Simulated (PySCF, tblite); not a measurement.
# C₃H₇F₂OSi radical: geometry, infrared bands and EPR parameters

Aim: predict the infrared bands and EPR parameters of C₃H₇F₂OSi radical (`C[CH]O[SiH2]C(F)F`).

Programs: tblite 0.8.0 and PySCF 2.14.0, with density-fitted response routines of our own. Each step states its level of theory. These are calculated values for one molecule in the gas phase, unless marked as measured. Atoms count from 0, in the outputs and in this text.

## Step 1: Starting geometry

14 atoms, charge 0, multiplicity 2; geometry from: force field or distance geometry start.

Bonds of the start (Å): C0–C1 1.49, C1–O2 1.40, O2–Si3 1.70, Si3–C4 1.88, C4–F5 1.40, C4–F6 1.38, C0–H7 1.12, C0–H8 1.10, C0–H9 1.11, C1–H10 1.09, Si3–H11 1.45, Si3–H12 1.50, C4–H13 1.10.

## Step 2: Geometry optimisation with GFN2-xTB

The job: settings as JSON, then the geometry in Å.

```
{"job": {"kind": "relax", "xc": "GFN2-xTB", "basis": "xTB"}, "charge": 0, "multiplicity": 2}
C     -2.282200    -0.070000     0.189200
C     -1.471700    -0.445200    -1.008200
O     -0.199500    -0.936800    -0.699200
Si     0.719600     0.099000     0.281500
C      2.562800    -0.099300    -0.003300
F      2.999600     0.935300    -0.833900
F      3.206000    -0.039100     1.212500
H     -3.271300     0.290800    -0.199600
H     -1.865800     0.759600     0.773600
H     -2.526700    -0.949000     0.813800
H     -1.505300     0.265000    -1.829800
H      0.396100     1.481400     0.011400
H      0.431100    -0.217800     1.718600
H      2.806600    -1.074200    -0.448700
```

On the command line:

```sh
OMP_NUM_THREADS=1 python probes_run.py task.json out
```

This one command runs all jobs of the session in turn.

**Question.** This job is followed by: GFN2-xTB harmonic vibrations, gas phase; UKS B3LYP, pcH-1 on C F H O Si, non-relativistic, mean-field spin-orbit, GIAO. What will the session give for the following? strongest single infrared mode (GFN2-xTB); zero-point energy (GFN2-xTB); g(iso) (B3LYP); ⟨S²⟩; largest a(iso) (averaged by class); surface potential, 1st and 99th percentile.

As calculated:

```
                                 quantity                  value
strongest single infrared mode (GFN2-xTB)  2248 cm⁻¹, 354 km/mol
             zero-point energy (GFN2-xTB)          57.9 kcal/mol
                           g(iso) (B3LYP)                2.00307
                                     ⟨S²⟩     0.754 (exact 0.75)
       largest a(iso) (averaged by class)   13C on C1, 105.9 MHz
    surface potential, 1st and 99th percentile     -0.98 V and 1.45 V
```

Over 100 steps the energy fell by 0.765 eV; of the close pairs, O2–Si3 changed most, 1.697 to 1.618 Å. All 36 modes are real, so the xTB geometry is a minimum. The strongest single mode, at 2248 cm⁻¹, moves mainly H12 and H11. Unscaled tight-binding wavenumbers are off by several per cent, some by more. Its intensities can rank the bands wrongly. C1 carries the largest spin population, 0.93 e. The isotropic g lies 0.7 ppt above the free-electron value.
